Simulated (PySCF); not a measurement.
**2,3,3-trimethylpentane (C8H18): NMR shifts in solvents**

Aim: compute the NMR shifts of 2,3,3-trimethylpentane (C8H18) (`CCC(C)(C)C(C)C`), and see what a dielectric continuum does where one was used.

The runs use PySCF 2.14.0, with density-fitted response routines of our own; the level of theory stands in each step. All values are computed, except where a source is named. Atoms count from 0, in the outputs and in this text.

## Step 1: Starting geometry

26 atoms, charge 0, multiplicity 1; geometry from: GFN2-xTB. The atoms were then displaced at random by about 0.01 Å, so the start is not that level's minimum.

Bonds of the start (Å): C0–C1 1.53, C1–C2 1.55, C2–C3 1.54, C2–C4 1.53, C2–C5 1.55, C5–C6 1.52, C5–C7 1.51, C0–H8 1.08, C0–H9 1.12, C0–H10 1.07, C1–H11 1.09, C1–H12 1.07, C3–H13 1.09, C3–H14 1.12, C3–H15 1.05, C4–H16 1.09, C4–H17 1.09, C4–H18 1.09, C5–H19 1.10, C6–H20 1.11, C6–H21 1.07, C6–H22 1.09, C7–H23 1.10, C7–H24 1.10, C7–H25 1.09.

## Step 2: Geometry optimisation at PBE0-D3(BJ)/def2-SVP

Job settings and geometry (Å):

```
{"job": {"xc": "PBE0", "basis": "def2-SVP", "d3": "d3bj", "grid": 1, "shake": 0.01, "kind": "geom"}, "charge": 0, "multiplicity": 1}
C      2.243840     0.820180     0.755310
C      1.563450     0.174030    -0.456560
C      0.184510    -0.499230    -0.205040
C      0.442680    -1.657990     0.780430
C     -0.273680    -1.087310    -1.542620
C     -0.823500     0.512440     0.391250
C     -1.006920     1.755770    -0.465930
C     -2.176600    -0.109250     0.655980
H      2.368630     0.140350     1.579140
H      1.624530     1.672890     1.132090
H      3.189890     1.232720     0.474330
H      1.464460     0.917540    -1.243660
H      2.222170    -0.579220    -0.839760
H      0.542900    -1.296070     1.805080
H     -0.453250    -2.337370     0.784150
H      1.280570    -2.229950     0.502770
H     -0.397930    -0.291470    -2.281920
H     -1.220650    -1.606200    -1.410670
H      0.464590    -1.794600    -1.905880
H     -0.446950     0.835990     1.367350
H     -1.439070     1.501500    -1.450810
H     -1.714230     2.407060     0.013620
H     -0.079800     2.312430    -0.629540
H     -2.837910     0.621280     1.142070
H     -2.104230    -0.991110     1.317590
H     -2.685700    -0.399830    -0.265490
```

Started as:

```sh
> OMP_NUM_THREADS=1 python probes_run.py task.json out
```

One launch serves the whole session: the jobs run in the order shown.

Output:

```text
step   0  E = -315.09805321  max force = 0.055058
step   1  E = -315.10502364  max force = 0.009293
step   2  E = -315.10526810  max force = 0.001754
step   3  E = -315.10529095  max force = 0.000236
step   4  E = -315.10529881  max force = 0.000626
step   5  E = -315.10530636  max force = 0.000978
step   6  E = -315.10530509  max force = 0.000682
step   7  E = -315.10530279  max force = 0.000233
step   8  E = -315.10530056  max force = 0.000115
step   9  E = -315.10529929  max force = 0.000162
optimisation converged
```

Run time: 99 s. Hardware: 1 thread of AMD EPYC 9R45, shared host; peak memory 0.92 GiB.

The steps of the relaxation:

| step | energy from step 0 (eV) | largest force component (eV/Å) |
| --- | --- | --- |
| 0 | 0.0000 | 2.8312 |
| 1 | -0.1897 | 0.4779 |
| 2 | -0.1963 | 0.0902 |
| 3 | -0.1969 | 0.0121 |
| 4 | -0.1972 | 0.0322 |
| 5 | -0.1974 | 0.0503 |
| 6 | -0.1973 | 0.0351 |
| 7 | -0.1973 | 0.0120 |
| 8 | -0.1972 | 0.0059 |
| 9 | -0.1972 | 0.0083 |

Distances of close pairs at the start and the end, largest changes first:

| bond | before (Å) | after (Å) | change (Å) |
| --- | --- | --- | --- |
| C3–H15 | 1.052 | 1.102 | +0.050 |
| C1–H12 | 1.072 | 1.104 | +0.033 |
| C0–H10 | 1.070 | 1.101 | +0.031 |
| C6–H21 | 1.074 | 1.101 | +0.027 |
| C0–H8 | 1.075 | 1.101 | +0.025 |
| C3–H14 | 1.124 | 1.100 | -0.025 |
| C0–H9 | 1.119 | 1.101 | -0.018 |
| C4–H18 | 1.085 | 1.102 | +0.017 |

The end geometry stands in the next job.

| at the end point | value |
| --- | --- |
| point group (found at 0.08 Å tolerance) | C1 |
| rotational constants (GHz, main isotopes) | 2.250, 1.644, 1.376 |
| dipole moment (D) | 0.08 |

## Step 3: NMR shieldings: PBE0/pcSseg-1 in chloroform

Job settings and geometry (Å):

```
{"job": {"kind": "nmr", "xc": "PBE0", "basis": "pcSseg-1", "solvent": "chloroform", "pop": true}, "charge": 0, "multiplicity": 1}
C      2.460884     0.809114     0.613567
C      1.850660     0.068404    -0.566356
C      0.501253    -0.642173    -0.322319
C      0.713685    -1.775005     0.689106
C      0.061926    -1.258286    -1.653843
C     -0.562688     0.355578     0.225214
C     -0.726139     1.612020    -0.626949
C     -1.932432    -0.277969     0.463617
H      2.611968     0.149836     1.482112
H      1.835786     1.652907     0.944143
H      3.445194     1.221567     0.344295
H      1.739732     0.764845    -1.414431
H      2.564337    -0.698391    -0.915636
H      0.947546    -1.389750     1.693832
H     -0.175702    -2.415625     0.779217
H      1.548859    -2.421389     0.374736
H     -0.096066    -0.491832    -2.428120
H     -0.868805    -1.836193    -1.552291
H      0.835819    -1.947027    -2.028406
H     -0.188027     0.679181     1.213427
H     -1.085149     1.371475    -1.640503
H     -1.469428     2.285859    -0.173287
H      0.209475     2.180164    -0.729500
H     -2.606862     0.446298     0.946097
H     -1.881896    -1.161076     1.116274
H     -2.409882    -0.583295    -0.481027
```

Level: GIAO PBE0/pcSseg-1 NMR shielding, non-relativistic, IEF-PCM chloroform.

Output:

```text
coarse grid: 19848 points
cycle   1  E = -315.1382314402  dE =  4.237e-01  |g| = 5.094e-01  |ddm| = 4.169e+00
cycle   2  E = -315.1201802218  dE =  1.805e-02  |g| = 5.828e-01  |ddm| = 1.037e+00
cycle   3  E = -315.2105389018  dE = -9.036e-02  |g| = 4.276e-02  |ddm| = 5.885e-01
cycle   4  E = -315.2108116676  dE = -2.728e-04  |g| = 2.596e-02  |ddm| = 7.037e-02
cycle   5  E = -315.2109704482  dE = -1.588e-04  |g| = 2.855e-03  |ddm| = 2.579e-02
cycle   6  E = -315.2109722332  dE = -1.785e-06  |g| = 5.117e-04  |ddm| = 2.791e-03
final grid: 186360 points
cycle   7  E = -315.2645575445  dE = -1.315e-04  |g| = 1.161e-02  |ddm| = 7.060e-02
cycle   8  E = -315.2645449954  dE =  1.255e-05  |g| = 1.350e-02  |ddm| = 2.415e-02
cycle   9  E = -315.2645928712  dE = -4.788e-05  |g| = 9.327e-04  |ddm| = 1.346e-02
cycle  10  E = -315.2645930403  dE = -1.692e-07  |g| = 4.101e-04  |ddm| = 1.523e-03
cycle  11  E = -315.2645930792  dE = -3.891e-08  |g| = 5.200e-05  |ddm| = 3.404e-04
cycle  12  E = -315.2645930798  dE = -5.854e-10  |g| = 1.206e-05  |ddm| = 6.203e-05
converged SCF energy = -315.2645930798

GIAO shielding tensors (ppm)
atom      isotropic    diamagn.    paramagn.     s11        s22        s33       span
  0 C      175.792     247.264     -71.472    169.200    172.398    185.778     16.577
  1 C      147.647     247.952    -100.305    130.909    140.326    171.707     40.798
  2 C      149.828     244.891     -95.063    142.188    149.234    158.061     15.873
  3 C      157.274     248.566     -91.293    135.438    151.239    185.143     49.705
  4 C      161.377     248.107     -86.730    143.570    152.972    187.590     44.020
  5 C      150.846     247.124     -96.278    139.875    147.945    164.719     24.844
  6 C      166.991     248.240     -81.250    153.557    160.555    186.860     33.303
  7 C      166.332     247.669     -81.337    152.884    159.644    186.467     33.583
  8 H       30.384      30.644      -0.260     25.048     29.906     36.198     11.150
  9 H       30.371      31.406      -1.035     24.922     30.706     35.484     10.562
 10 H       30.435      27.808       2.628     25.531     27.061     38.714     13.183
 11 H       29.837      33.224      -3.386     26.525     28.988     33.999      7.474
 12 H       30.403      32.895      -2.492     25.301     30.176     35.732     10.431
 13 H       30.228      32.397      -2.169     26.123     28.499     36.063      9.940
 14 H       30.056      32.228      -2.172     25.269     29.263     35.635     10.366
 15 H       30.779      31.980      -1.200     27.052     27.781     37.504     10.452
 16 H       30.404      32.088      -1.684     25.793     29.065     36.354     10.560
 17 H       30.416      32.002      -1.586     25.573     29.051     36.624     11.050
 18 H       30.808      31.643      -0.836     26.972     28.470     36.982     10.010
 19 H       29.962      35.050      -5.089     26.482     29.713     33.689      7.207
 20 H       30.543      31.830      -1.287     26.207     29.538     35.884      9.677
 21 H       30.592      30.619      -0.027     25.960     27.913     37.903     11.944
 22 H       30.178      32.039      -1.862     24.305     30.188     36.040     11.735
 23 H       30.514      30.387       0.127     25.860     27.888     37.794     11.933
 24 H       30.114      31.742      -1.628     24.131     29.774     36.436     12.305
 25 H       30.520      31.580      -1.060     26.219     29.451     35.892      9.673
```

Wall time 24 s (1 thread of AMD EPYC 9R45, shared host); peak memory 1.2 GiB.

The references, computed at this level on geometries of the same kind, shield at (ppm): 1H TMS 31.25, 13C TMS 185.2. Their shielding less the atom's gives the shift. The references are single molecules in the same continuum. Atoms listed in one row are averaged.

| atoms | environment | σ (ppm) | δ (ppm) |
| --- | --- | --- | --- |
| C1 | sp3 CH2 | 147.6 | 37.5 |
| C2 | quaternary sp3 carbon | 149.8 | 35.3 |
| C5 | sp3 CH | 150.8 | 34.3 |
| C3, C4 | methyl carbon | 159.3 | 25.8 |
| C6, C7 | methyl carbon | 166.7 | 18.5 |
| C0 | methyl carbon | 175.8 | 9.4 |
| H19 | hydrogen on an sp3 CH | 29.96 | 1.29 |
| H11, H12 | hydrogen on an sp3 CH2 | 30.12 | 1.13 |
| H8, H9, H10 | hydrogen on a methyl carbon | 30.40 | 0.85 |
| H20, H21, H22, H23, H24, H25 | hydrogen on a methyl carbon | 30.41 | 0.84 |
| H13, H14, H15, H16, H17, H18 | hydrogen on a methyl carbon | 30.45 | 0.80 |

Charges from the same density, by scheme (e):

| atoms | Mulliken | IAO | Hirshfeld | ESP fit |
| --- | --- | --- | --- | --- |
| C0 | -0.27 | -0.41 | -0.12 | -0.37 |
| C1 | -0.18 | -0.24 | -0.07 | 0.10 |
| C2 | -0.56 | 0.05 | 0.03 | 0.45 |
| C3, C4 | -0.16 | -0.41 | -0.12 | -0.65 |
| C5 | -0.29 | -0.09 | -0.02 | 0.56 |
| C6, C7 | -0.22 | -0.41 | -0.12 | -0.62 |

Mayer bond orders: C0–C1 1.06, C1–C2 1.01, C2–C3 1.02, C2–C4 1.02, C2–C5 0.95, C5–C6 1.04, C5–C7 1.04.

## Step 4: NMR shieldings: PBE0/pcSseg-1 in dimethylsulfoxide

The job, as its differences from that of step 3:

```diff
@@ -1,2 +1,2 @@
-{"job": {"kind": "nmr", "xc": "PBE0", "basis": "pcSseg-1", "solvent": "chloroform", "pop": true}, "charge": 0, "multiplicity": 1}
+{"job": {"kind": "nmr", "xc": "PBE0", "basis": "pcSseg-1", "solvent": "dimethylsulfoxide", "pop": false}, "charge": 0, "multiplicity": 1}
 C      2.460884     0.809114     0.613567
```

With the program's defaults for keys left out, this is: GIAO PBE0/pcSseg-1 NMR shielding, non-relativistic, IEF-PCM dimethylsulfoxide.

Output:

```text
coarse grid: 19848 points
cycle   1  E = -315.1392990206  dE =  4.228e-01  |g| = 5.073e-01  |ddm| = 4.169e+00
cycle   2  E = -315.1229079751  dE =  1.639e-02  |g| = 5.754e-01  |ddm| = 1.021e+00
cycle   3  E = -315.2110034108  dE = -8.810e-02  |g| = 4.048e-02  |ddm| = 5.724e-01
cycle   4  E = -315.2112382984  dE = -2.349e-04  |g| = 2.540e-02  |ddm| = 6.649e-02
cycle   5  E = -315.2113905861  dE = -1.523e-04  |g| = 2.767e-03  |ddm| = 2.503e-02
cycle   6  E = -315.2113922689  dE = -1.683e-06  |g| = 4.771e-04  |ddm| = 2.634e-03
final grid: 186360 points
cycle   7  E = -315.2649665374  dE = -1.317e-04  |g| = 1.159e-02  |ddm| = 7.047e-02
cycle   8  E = -315.2649545808  dE =  1.196e-05  |g| = 1.341e-02  |ddm| = 2.424e-02
cycle   9  E = -315.2650018806  dE = -4.730e-05  |g| = 8.873e-04  |ddm| = 1.324e-02
cycle  10  E = -315.2650020305  dE = -1.500e-07  |g| = 4.055e-04  |ddm| = 1.437e-03
cycle  11  E = -315.2650020687  dE = -3.820e-08  |g| = 5.039e-05  |ddm| = 3.351e-04
cycle  12  E = -315.2650020693  dE = -5.545e-10  |g| = 1.133e-05  |ddm| = 6.057e-05
converged SCF energy = -315.2650020693

GIAO shielding tensors (ppm)
atom      isotropic    diamagn.    paramagn.     s11        s22        s33       span
  0 C      175.973     247.341     -71.368    169.343    172.579    185.998     16.654
  1 C      147.771     247.987    -100.216    130.999    140.400    171.915     40.917
  2 C      149.798     244.806     -95.007    142.149    149.200    158.046     15.897
  3 C      157.495     248.698     -91.203    135.660    151.430    185.396     49.735
  4 C      161.582     248.237     -86.656    143.748    153.148    187.849     44.101
  5 C      150.877     247.070     -96.193    139.884    147.932    164.816     24.932
  6 C      167.183     248.358     -81.174    153.719    160.730    187.102     33.384
  7 C      166.528     247.793     -81.265    153.053    159.822    186.710     33.657
  8 H       30.378      30.653      -0.275     25.034     29.903     36.198     11.164
  9 H       30.356      31.410      -1.054     24.896     30.695     35.476     10.580
 10 H       30.439      27.807       2.631     25.526     27.062     38.727     13.201
 11 H       29.830      33.229      -3.398     26.515     28.982     33.994      7.480
 12 H       30.395      32.901      -2.506     25.290     30.168     35.726     10.436
 13 H       30.217      32.407      -2.190     26.107     28.486     36.060      9.953
 14 H       30.048      32.240      -2.192     25.255     29.256     35.633     10.378
 15 H       30.776      31.993      -1.217     27.041     27.781     37.506     10.465
 16 H       30.394      32.100      -1.706     25.775     29.056     36.350     10.575
 17 H       30.409      32.016      -1.607     25.560     29.046     36.621     11.061
 18 H       30.810      31.662      -0.852     26.967     28.475     36.988     10.020
 19 H       29.947      35.045      -5.097     26.464     29.697     33.681      7.217
 20 H       30.538      31.843      -1.306     26.195     29.535     35.883      9.687
 21 H       30.591      30.631      -0.040     25.952     27.912     37.910     11.958
 22 H       30.164      32.045      -1.881     24.281     30.177     36.033     11.752
 23 H       30.512      30.401       0.111     25.851     27.886     37.798     11.947
 24 H       30.105      31.754      -1.649     24.115     29.767     36.435     12.320
 25 H       30.516      31.596      -1.080     26.208     29.449     35.890      9.682
```

Wall time 22 s (1 thread of AMD EPYC 9R45, shared host); peak memory 1.2 GiB.

This run: δ C1 37.7, C2 35.7, C5 34.6, C3 25.9, H19 1.29, H11 1.13 ppm (means over like atoms).

## Step 5: Side by side: NMR shifts

Shifts (ppm) of some atoms, chosen among heavy atoms and hydrogens apart, means over like atoms, with basis size and wall time:

| run | C1 | C2 | C5 | C6 | C0 | H19 | H20 | functions | time |
| --- | --- | --- | --- | --- | --- | --- | --- | --- | --- |
| PBE0/pcSseg-1 in chloroform | 37.5 | 35.3 | 34.3 | 18.5 | 9.4 | 1.29 | 0.84 | 226 | 24 s |
| PBE0/pcSseg-1 in dimethylsulfoxide | 37.7 | 35.7 | 34.6 | 18.6 | 9.5 | 1.29 | 0.83 | 226 | 22 s |

The continuum's effect on the ground state:

| solvent | ε | polarisation energy (Eh) | μ (D) |
| --- | --- | --- | --- |
| chloroform | 4.71 | -0.0010 | 0.10 |
| dimethylsulfoxide | 46.83 | -0.0015 | 0.10 |

## Step 6: Outcome

| quantity | value |
| --- | --- |
| point group | C1 |
| rotational constants (main isotopes) | 2.25, 1.64, 1.38 GHz |
| 13C shifts against TMS (PBE0/pcSseg-1, chloroform, means over atoms taken as alike) | 37.5, 35.3, 34.3, 25.8, 18.5, 9.4 ppm |
| 1H shifts against TMS (PBE0/pcSseg-1, chloroform, means over atoms taken as alike) | 1.29, 1.13, 0.85, 0.84, 0.80 ppm |
| range of the shift of C2 | 35.3 to 35.7 ppm |

What this shows: The optimisation took 9 steps and gained 0.197 eV; among the close pairs (by a distance rule), C3–H15 changed most, from 1.052 to 1.102 Å. No frequency check was run at this level, so the end point may be a saddle. At PBE0/pcSseg-1: The largest span, 47 ppm, is at C3, C4, where the paramagnetic term is -89 ppm. Across the 2 runs the shift of C2 moves most, between 35.3 (PBE0/pcSseg-1 in chloroform) and 35.7 ppm (PBE0/pcSseg-1 in dimethylsulfoxide). Most of that comes from the computed reference, not from the atom's own shielding. The continuum holds electrostatics alone: no hydrogen bonds to the solvent, and the gas-phase geometry is kept.
